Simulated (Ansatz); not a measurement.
Debugging a ladder of methods at one geometry of CH6BGeNO, SMILES [CH3][Ge]1([NH2])[BH][O]1 (the Ansatz DFT code, driven from Python).

The script, `ch6bgeno_methods.py`:
```python
"""One geometry of CH6BGeNO, method by method."""

from pathlib import Path
import warnings

import ansatz as az
from ase import Atoms
import numpy as np

SETTINGS = {
    "basis_set": "def2-SVP",
}


def main() -> None:
    warnings.simplefilter("ignore", az.DeckWarning)

    atoms = Atoms(["C", "Ge", "N", "B", "O", "H", "H", "H", "H", "H", "H"], positions=[
        (-1.0799, -0.1202, 1.2662),
        (0.0885, 0.035, -0.2555),
        (1.1947, 1.5179, -0.2743),
        (0.6028, -1.5465, -1.54),
        (1.0847, -1.4094, -0.221),
        (-1.861, -0.8733, 1.075),
        (-0.5271, -0.2874, 2.1828),
        (-1.6269, 0.9057, 1.3608),
        (0.6262, 2.376, -0.0987),
        (1.641, 1.5768, -1.1951),
        (-0.0776, -2.2317, -2.2795),
    ])
    ch6bgeno = az.Crystal.molecule_from_ase(atoms)

    calculation = (
        ch6bgeno.calculation()
        .basis(gaussian=SETTINGS["basis_set"])
        .stress()
    )

    print("functional    E (Ha)        dipole (D)   HOMO (eV)  LUMO (eV)")
    for name in ["b3lyp", "r2scan0", "pbe", "pbe0", "blyp"]:
        r = calculation.functional(name).forces().orbitals().run(threads=1, backend="cpu", runs_dir="runs").report
        lines = Path(r["orbitals_path"]).read_text().splitlines()
        field_of = lambda key: [line.split("=")[1].strip() for line in lines if line.startswith(key)]
        orbitals = [(27.211386 * float(e), s, float(n)) for e, s, n in zip(field_of("Ene="), field_of("Spin="), field_of("Occup="))]
        homo = max(e for e, _, n in orbitals if n > 0.5)
        lumo = min(e for e, _, n in orbitals if n < 0.5)
        dipole = 4.803205 * np.linalg.norm(r["charge_distribution"]["dipole_moment_e_ang"])
        print(f"{name:10s} {r['free_energy_ev'] / 27.211386246:14.6f} {dipole:9.3f} {homo:11.3f} {lumo:10.3f}")


if __name__ == "__main__":
    main()
```

```console
$ python ch6bgeno_methods.py
functional    E (Ha)        dipole (D)   HOMO (eV)  LUMO (eV)
Traceback (most recent call last):
  File "ch6bgeno_methods.py", line 52, in <module>
    main()
    ~~~~^^
  File "ch6bgeno_methods.py", line 41, in main
    r = calculation.functional(name).forces().orbitals().run(threads=1, backend="cpu", runs_dir="runs").report
        ~~~~~~~~~~~~~~~~~~~~~~~~~~~~~~~~~~~~~~~~~~~~~~~~~~~~^^^^^^^^^^^^^^^^^^^^^^^^^^^^^^^^^^^^^^^^^^^
  ...
ansatz.RefusalError: invalid value for `basis.gaussian`: such a run doesn't read output.stress; remove what it names
$ echo $?
1
```
(Library frames cut from the traceback.)

Find the fault and give the corrected script.

The fault: a molecule has no stress. The change:

`ch6bgeno_methods.py`
```python
"""One geometry of CH6BGeNO, method by method."""

from pathlib import Path
import warnings

import ansatz as az
from ase import Atoms
import numpy as np

SETTINGS = {
    "basis_set": "def2-SVP",
}


def main() -> None:
    warnings.simplefilter("ignore", az.DeckWarning)

    atoms = Atoms(["C", "Ge", "N", "B", "O", "H", "H", "H", "H", "H", "H"], positions=[
        (-1.0799, -0.1202, 1.2662),
        (0.0885, 0.035, -0.2555),
        (1.1947, 1.5179, -0.2743),
        (0.6028, -1.5465, -1.54),
        (1.0847, -1.4094, -0.221),
        (-1.861, -0.8733, 1.075),
        (-0.5271, -0.2874, 2.1828),
        (-1.6269, 0.9057, 1.3608),
        (0.6262, 2.376, -0.0987),
        (1.641, 1.5768, -1.1951),
        (-0.0776, -2.2317, -2.2795),
    ])
    ch6bgeno = az.Crystal.molecule_from_ase(atoms)

    calculation = (
        ch6bgeno.calculation()
        .basis(gaussian=SETTINGS["basis_set"])
    )

    print("functional    E (Ha)        dipole (D)   HOMO (eV)  LUMO (eV)")
    for name in ["b3lyp", "r2scan0", "pbe", "pbe0", "blyp"]:
        r = calculation.functional(name).forces().orbitals().run(threads=1, backend="cpu", runs_dir="runs").report
        lines = Path(r["orbitals_path"]).read_text().splitlines()
        field_of = lambda key: [line.split("=")[1].strip() for line in lines if line.startswith(key)]
        orbitals = [(27.211386 * float(e), s, float(n)) for e, s, n in zip(field_of("Ene="), field_of("Spin="), field_of("Occup="))]
        homo = max(e for e, _, n in orbitals if n > 0.5)
        lumo = min(e for e, _, n in orbitals if n < 0.5)
        dipole = 4.803205 * np.linalg.norm(r["charge_distribution"]["dipole_moment_e_ang"])
        print(f"{name:10s} {r['free_energy_ev'] / 27.211386246:14.6f} {dipole:9.3f} {homo:11.3f} {lumo:10.3f}")


if __name__ == "__main__":
    main()
```

The mended script runs so:

`python ch6bgeno_methods.py` gives:
```text
functional    E (Ha)        dipole (D)   HOMO (eV)  LUMO (eV)
b3lyp        -2273.160965     1.851      -5.093     -1.875
r2scan0      -2272.950431     1.926      -5.451     -1.560
pbe          -2272.556999     1.693      -4.185     -2.608
pbe0         -2272.623349     1.886      -5.311     -1.676
blyp         -2273.094881     1.679      -4.026     -2.447
```

Notes:
- Total energies depend on the basis set; only differences at equal settings carry meaning.
- The geometry is a force-field or estimated start, not a minimum of this method, and the basis set is short of its limit. A lower total doesn't mark the better method: functionals have no common bound, and MP2 and coupled cluster aren't variational.
- b3lyp holds the VWN-RPA fit, as in Gaussian; the form of ORCA and Turbomole is b3lyp5.
- Levels such as HOMO and LUMO are orbital energies: with these approximate functionals they aren't the ionisation energy and electron affinity, and their gap isn't the fundamental gap.
- The whole script took 59 s on 1 thread of Arm Neoverse N1, with other jobs on the host, peak memory 0.36 GiB.
